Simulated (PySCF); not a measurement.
# C6H5F: the cost of one run

The runs use PySCF 2.14.0; levels as typed in each script, gas phase, geometry from GFN2-xTB.

## Step 1: Starting geometry

SMILES `Fc1ccccc1`, 12 atoms, charge 0, spin multiplicity 1.

Bond lengths: F1–C2 1.351 Å, C2–C3 1.383 Å, C2–C7 1.383 Å, C3–C4 1.384 Å, C3–H8 1.079 Å, C4–C5 1.385 Å, C4–H9 1.079 Å, C5–C6 1.385 Å, C5–H10 1.079 Å, C6–C7 1.384 Å, C6–H11 1.079 Å, C7–H12 1.079 Å. Angles: F1–C2–C3 118.9°, F1–C2–C7 118.9°, C3–C2–C7 122.1°, C2–C3–C4 118.6°, C2–C3–H8 119.8°, C4–C3–H8 121.6°, C3–C4–C5 120.3°, C3–C4–H9 119.6°, C5–C4–H9 120.1°, C4–C5–C6 120.2°, C4–C5–H10 119.9°, C6–C5–H10 119.9°, C5–C6–C7 120.3°, C5–C6–H11 120.1°, C7–C6–H11 119.6°, C2–C7–C6 118.5°, C2–C7–H12 119.8°, C6–C7–H12 121.6°.

Coordinates:

```mol
C6H5F
  3D, bonds by distance, orders not assigned

 12 12  0  0  0  0  0  0  0  0999 V2000
    2.2747    0.0001    0.0000 F   0  0
    0.9240   -0.0001    0.0000 C   0  0
    0.2549   -1.2101    0.0000 C   0  0
   -1.1292   -1.2007    0.0000 C   0  0
   -1.8196    0.0000    0.0000 C   0  0
   -1.1292    1.2007    0.0000 C   0  0
    0.2549    1.2101    0.0000 C   0  0
    0.8146   -2.1322    0.0000 H   0  0
   -1.6687   -2.1357    0.0000 H   0  0
   -2.8990    0.0003    0.0000 H   0  0
   -1.6687    2.1357    0.0000 H   0  0
    0.8146    2.1322    0.0000 H   0  0
  1  2  8  0
  2  3  8  0
  3  4  8  0
  4  5  8  0
  5  6  8  0
  6  7  8  0
  3  8  8  0
  4  9  8  0
  5 10  8  0
  6 11  8  0
  7 12  8  0
  2  7  8  0
M  END
```

## Step 2: Removing and adding an electron (PBE0/cc-pvdz)

Input file input.py:

```python
import numpy as np
from pyscf import gto, scf, dft
from pyscf.scf import atom_ks, atom_hf
from scipy.linalg import block_diag

def solve(mol, dm0=None, hcore=None):
    mf = (dft.UKS if mol.spin else dft.RKS)(mol, xc='pbe0')
    mf.grids.level = 3
    mf = mf.density_fit(auxbasis='def2-universal-jkfit')
    mf.conv_tol, mf.max_cycle = 1e-8, 80
    if hcore is not None:
        mf.get_hcore = lambda *args: hcore
    mf.kernel(dm0)
    if not mf.converged:
        mf = mf.newton().run(mf.mo_coeff, mf.mo_occ, max_cycle=30)
    assert mf.converged, 'SCF not converged'
    return mf

mol = gto.M(atom='''
F      2.27468     0.00008     0.00000
C      0.92396    -0.00011     0.00000
C      0.25494    -1.21010     0.00000
C     -1.12915    -1.20073     0.00000
C     -1.81963     0.00003     0.00000
C     -1.12917     1.20068     0.00000
C      0.25492     1.21008     0.00000
H      0.81459    -2.13216     0.00000
H     -1.66867    -2.13573     0.00000
H     -2.89904     0.00025     0.00000
H     -1.66870     2.13568     0.00000
H      0.81456     2.13215     0.00000
''', basis='cc-pvdz', charge=0, spin=0, verbose=4)
mf = solve(mol)
out = dict(e0=mf.e_tot, dm0=mf.make_rdm1(), c=mf.mo_coeff, occ=mf.mo_occ, eps=mf.mo_energy)
for name, dq, spin in [('cation', 1, 1), ('anion', -1, 1)]:
    ion = mol.copy().set(charge=mol.charge + dq, spin=spin).build()
    mi = solve(ion)
    if spin and dq > 0 and mol.nao < 130:
        c, _, stable, _ = mi.stability(return_status=True)
        if not stable:
            mi = solve(ion, mi.make_rdm1(c, mi.mo_occ))
    print(name, 'vertical energy change / eV', (mi.e_tot - mf.e_tot) * 27.211386)
    out.update({'e_' + name: mi.e_tot, 'dm_' + name: mi.make_rdm1(), 's2_' + name: mi.spin_square()[0], 'eps_' + name: mi.mo_energy, 'occ_' + name: mi.mo_occ})
# spherically averaged free atoms, for the promolecule
atm = atom_ks.get_atm_nrks(mol, xc='pbe0')
pro = block_diag(*[(atm[a[0]][2] * atm[a[0]][3]) @ atm[a[0]][2].T for a in mol._atom])
np.savez('result.npz', pro=pro, **out)
```

On the command line:

```
$ OMP_NUM_THREADS=1 python input.py
```

Q: Estimate wall time and peak memory on 1 thread of Intel Xeon Platinum 8488C (Sapphire Rapids), shared host.

About 4.3 min, with a peak of 0.73 GiB.
